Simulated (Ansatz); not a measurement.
Crystal: MnPd3.

```xyz
4
Lattice="1.4231 0.8216 8.7733 -1.4231 0.8216 8.7733 0.0000 -1.6432 8.7733" Properties=species:S:1:pos:R:3 pbc="T T T"
Pd    0.0000    0.0000   19.6037
Pd    0.0000    0.0000   13.1600
Pd    0.0000    0.0000    6.7162
Mn    0.0000    0.0000    0.0000
```

The cell comes from a database or a generator and needn't be the stable form of this composition.

Base run:

```yaml
Program: Ansatz 0.2.0
Functional: PBEsol
Potentials_or_basis: all-electron LAPW, scalar-relativistic
Cutoff: 259 eV
Density_cutoff: 1037 eV
Basis_error_allowed: 0.002 eV/atom
k_mesh: 11 × 11 × 11
Occupations: fermi-dirac, width 0.05 eV
Spin: collinear spin, ferromagnetic start
Starting_moments: "[0.0, 0.0, 0.0, 4.0] μB"
```

Its results: pressure -9.2 GPa; net moment 4.49 μB per cell; site moments Pd +0.27, +0.04; Mn +3.81 μB; largest force 0.049 eV/Å.

Task: The run is repeated on the same cell with these changes: functional from PBEsol to LDA. What comes out?

Result: Pressure -15.0 GPa; net moment 4.33 μB per cell; site moments Pd +0.25, +0.02; Mn +3.70 μB; largest force 0.038 eV/Å.

LDA binds more tightly than PBEsol, so the same cell stands under less pressure.

Not every run made on this cell is shown here.
